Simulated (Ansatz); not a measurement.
HfN, space group F-43m: a test of the smearing width, run with Ansatz 0.2.0 through its Python package.

The script, `hfn.py`:
```python
"""How the energy of HfN depends on the smearing."""

import argparse
import warnings

import ansatz as az
import pandas as pd
from pymatgen.core import Lattice, Structure
from pymatgen.io.ase import AseAtomsAdaptor

parser = argparse.ArgumentParser(description="How the energy of HfN depends on the smearing.")
parser.add_argument("--cutoff", type=float, required=True, help="plane-wave cutoff (eV)")
args = parser.parse_args()


def main() -> None:
    warnings.simplefilter("ignore", az.DeckWarning)

    pmg_structure = Structure(
        Lattice([[0.0, 2.454822, 2.454822], [2.454822, 0.0, 2.454822], [2.454822, 2.454822, 0.0]]),
        ["Hf", "N"],
        [
            [0.0, 0.0, 0.0],
            [0.75, 0.75, 0.75],
        ],
    )
    xtal = az.Crystal.from_ase(AseAtomsAdaptor.get_atoms(pmg_structure))

    setup = xtal.calculation()
    setup = setup.pseudopotentials("paw").basis(args.cutoff)
    setup = setup.functional(az.Functional.LDA)
    setup = setup.kpoints(10, center="gamma")

    rows = []
    for value in [0.25, 0.15, 0.1, 0.05, 0.025]:
        data = setup.occupations("methfessel_paxton", width=value).run(threads=1, backend="cpu").report
        rows.append((value, data["free_energy_ev"] / len(data["lattice"]["sites"]), data["n_iterations"], data["n_kpoints"]))

    table = pd.DataFrame(rows, columns=["width (eV)", "F/atom (eV)", "iterations", "k-points"])
    print(table.round(5).to_string(index=False))

    # differences from the last row
    for row in rows[:-1]:
        shift = 1000 * (row[1] - rows[-1][1])
        print(f"{row[0]}: {shift:+.2f} meV/atom" + ("  (within 1 meV)" if abs(shift) < 1 else ""))


if __name__ == "__main__":
    main()
```

How much does the free energy per atom change between the narrowest and the widest smearing, and why?

Going from 0.025 to 0.25 eV changes F by +0.3 meV an atom. This scheme is built to cancel the term in the square of the width, so the shifts stay small and are partly the mesh's error.

What the script printed:

Output of `python hfn.py --cutoff 550.0`:
```text
 width (eV)  F/atom (eV)  iterations  k-points
      0.250  -7926.92630           8        47
      0.150  -7926.92661           7        47
      0.100  -7926.92664           7        47
      0.050  -7926.92665           7        47
      0.025  -7926.92662           6        47
0.25: +0.33 meV/atom  (within 1 meV)
0.15: +0.01 meV/atom  (within 1 meV)
0.1: -0.01 meV/atom  (within 1 meV)
0.05: -0.02 meV/atom  (within 1 meV)
```

What to keep in mind:
- Spin is left out of this run.
- The mesh is modest for a metal, so energies can be off by several to tens of meV an atom and pressures by half a GPa or more; differences at equal mesh fare better.
- The narrowest width needs the finest mesh, so the last row is no converged reference.
- Spin-orbit coupling, which matters for elements this heavy, is left out.
- This cell is a computed structure, which may not be the phase found in nature.
- Hardware and time: 14 s on 1 thread of Intel(R) Xeon(R) Processor @ 2.30GHz (shared host), peak memory 0.61 GiB.
